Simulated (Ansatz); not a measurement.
Input of an Ansatz 0.2.0 run:

File input.yaml:

```yaml
crystal:
  lattice:
    - [-2.006507, 2.006507, 4.20817]
    - [2.006507, -2.006507, 4.20817]
    - [2.006507, 2.006507, -4.20817]
  atoms:
    - { symbol: Ta, position: [0.5, 0.5, 0.0] }
    - { symbol: Ta, position: [0.25, 0.75, 0.5] }
    - { symbol: Ta, position: [0.75, 0.25, 0.5] }
    - { symbol: Cu, position: [0.0, 0.0, 0.0] }
kpoints:
  mp_grid: { grid: [9, 9, 9] }
scf:
  occupations: { method: fermi_dirac, width: 0.05 }
hamiltonian:
  xc: pbesol
  pseudopotentials: { kind: all_electron, lapw: { basis_error: 0.001 } }
output:
  forces: true
  stress: true
  eigenvalues: true
  populations: true
```

Potentials or basis: all-electron LAPW, scalar-relativistic.

Launch:

```sh
$ ansatz run input.yaml --threads 2 --pin off --max-ram 8192MiB --backend cpu --events-out ev --progress --plain --runs-dir out
```

Problem. What does it give for the pressure?

Solution. -6.3 GPa.

Problem. What does it give for the band gap on the k mesh?

Solution. None (metal or under the smearing width).

Stress tensor (GPa, compression positive):
```
-6.17  0.00  0.00
 0.00 -6.17  0.00
 0.00  0.00 -6.53
```

The run has no spin-orbit coupling, so splittings on Ta are missing.
